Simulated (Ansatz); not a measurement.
This script drives the Ansatz DFT code, driven from Python.

Script `opt_brh7p2si2.py`:
```python
'''Relax the BrH7P2Si2 molecule.'''

import logging
import sys

import ansatz
import numpy as np

logging.basicConfig(stream=sys.stdout, format='%(levelname)s %(message)s')
log = logging.getLogger('run')
log.setLevel(logging.INFO)

brh7p2si2 = (
    ansatz.Crystal.molecule()
    .atom('P', [2.33, -0.789, 0.1235])
    .atom('Si', [0.8836, 0.7612, 0.8083])
    .atom('Si', [-0.9934, 0.8203, -0.5242])
    .atom('P', [-2.0432, -1.1427, -0.538])
    .atom('Br', [-2.421, 2.3506, 0.2003])
    .atom('H', [2.3311, -0.4563, -1.2514])
    .atom('H', [1.4195, -1.864, -0.0003])
    .atom('H', [1.5933, 2.0673, 0.7932])
    .atom('H', [0.519, 0.4237, 2.2097])
    .atom('H', [-0.6214, 1.1341, -1.9291])
    .atom('H', [-2.0853, -1.3415, 0.8619])
    .atom('H', [-0.9122, -1.9636, -0.754])
)

calculation = brh7p2si2.calculation().basis(gaussian='def2-SVP').functional('pbe')
symbols = [site.symbol for site in brh7p2si2.cartesian_sites]
start = np.array([site.position_ang for site in brh7p2si2.cartesian_sites], dtype=float)
def progress(event):
    if event['event'] == 'relax_step':
        row = event['data']
        log.info(f'step {row["step"]:3d}  E = {row["lagrangian_ev"]:.6f} eV  largest force component {row["allowed_force_max_ev_ang"]:.4f} eV/A')


report = calculation.relax(force_tolerance=0.005).session().plan().execute(on_event=progress).report
end = np.array(report['positions_ang'])

log.info(f'E = {report["free_energy_ev"]:.6f} eV = {report["free_energy_ev"] / 27.211386246:.7f} Ha')
print('converged:', report['converged'], ' doubts:', report['published_state_doubts'] or 'none')

log.info('final positions (A) and the move of each atom')
for symbol, xyz, old in zip(symbols, end, start):
    log.info(f'{symbol:2s} {xyz[0]:10.5f} {xyz[1]:10.5f} {xyz[2]:10.5f}   {np.linalg.norm(xyz - old):7.4f}')
```

It is started by `python opt_brh7p2si2.py`. Estimate its wall time and peak memory on 1 thread of Arm Neoverse V2, with other jobs on the host.

It took about 60 s, with a peak of 0.27 GiB, for 1 run of the engine.

```console
$ python opt_brh7p2si2.py
INFO step   1  E = -104447.588850 eV  largest force component 1.2107 eV/A
INFO step   2  E = -104447.713138 eV  largest force component 0.2594 eV/A
INFO step   3  E = -104447.748522 eV  largest force component 0.0491 eV/A
INFO step   4  E = -104447.750180 eV  largest force component 0.0217 eV/A
INFO step   5  E = -104447.750800 eV  largest force component 0.0335 eV/A
INFO step   6  E = -104447.751187 eV  largest force component 0.0140 eV/A
INFO step   7  E = -104447.751590 eV  largest force component 0.0136 eV/A
INFO step   8  E = -104447.751652 eV  largest force component 0.0019 eV/A
INFO step   9  E = -104447.751669 eV  largest force component 0.0046 eV/A
INFO E = -104447.751708 eV = -3838.3840780 Ha
converged: True  doubts: none
INFO final positions (A) and the move of each atom
INFO P     2.46956   -0.79786    0.15843    0.1441
INFO Si    0.91980    0.75385    0.81796    0.0382
INFO Si   -1.00974    0.77330   -0.53274    0.0505
INFO P    -2.20792   -1.17202   -0.54939    0.1677
INFO Br   -2.39345    2.40085    0.21141    0.0584
INFO H     2.38738   -0.42191   -1.23209    0.0687
INFO H     1.48850   -1.84520    0.00818    0.0720
INFO H     1.58925    2.10326    0.80443    0.0379
INFO H     0.51776    0.42809    2.23230    0.0231
INFO H    -0.65674    1.08984   -1.96307    0.0660
INFO H    -2.07518   -1.35247    0.87550    0.0202
INFO H    -1.02921   -1.95961   -0.83103    0.1401
```

The settings weren't tested for convergence. The end point is the stationary point reached from this start; no frequency run checks that it is a minimum, and the basis set is modest.
